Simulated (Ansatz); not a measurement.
Crystal: MoIr4.

```
Ir Mo
1.0
     1.37422    0.79341   11.30610
    -1.37422    0.79341   11.30610
     0.00000   -1.58681   11.30610
Ir Mo
4 1
Cartesian
  0.0000 0.0000 20.3610
  0.0000 0.0000 6.7605
  0.0000 0.0000 27.1578
  0.0000 0.0000 13.5573
  0.0000 0.0000 0.0000
```

The cell comes from a database or a generator and needn't be the stable form of this composition.

| Quantity | Value |
| --- | --- |
| Program | Ansatz 0.2.0 |
| Task | relaxation of cell and atoms |
| Functional | PBEsol |
| Potentials or basis | Ansatz PAW earlier set |
| Cutoff | 620 eV (not typed: the program's choice for these potentials) |
| k mesh | 11 × 11 × 11 |
| Occupations | fermi-dirac, width 0.05 eV |
| Spin | no spin polarisation |

At the start: volume 14.79 Å³/atom.

**Question.** Where does the relaxation end?

**Answer.** It ends after 5 steps and the volume is 14.27 Å³/atom (-3.5 %); space group R-3m (No. 166, to 0.05 Å).

The path:
```csv
step,energy change (eV),largest force (eV/Å),volume (Å³)
1,0.0000,0.0461,73.96
2,-0.0986,0.0086,71.74
3,-0.1011,0.0004,71.35
4,-0.1011,0.0002,71.34
5,-0.1008,0.0002,71.34
```

Final structure:
```xyz
5
Lattice="1.3581 0.7841 11.1666 -1.3581 0.7841 11.1666 0.0000 -1.5682 11.1666" Properties=species:S:1:pos:R:3 pbc="T T T"
Ir    0.0000    0.0000   20.1097
Ir    0.0000    0.0000    6.6786
Ir    0.0000    0.0000   26.8212
Ir    0.0000    0.0000   13.3900
Mo    0.0000    0.0000    0.0000
```

Caveat: the plane-wave basis is chosen anew once the cell has moved, so the energies of steps on either side of that aren't comparable; the PAW data sets come from PBE, with cores solved anew for the run's functional, which leaves a small shift of forces and pressure.
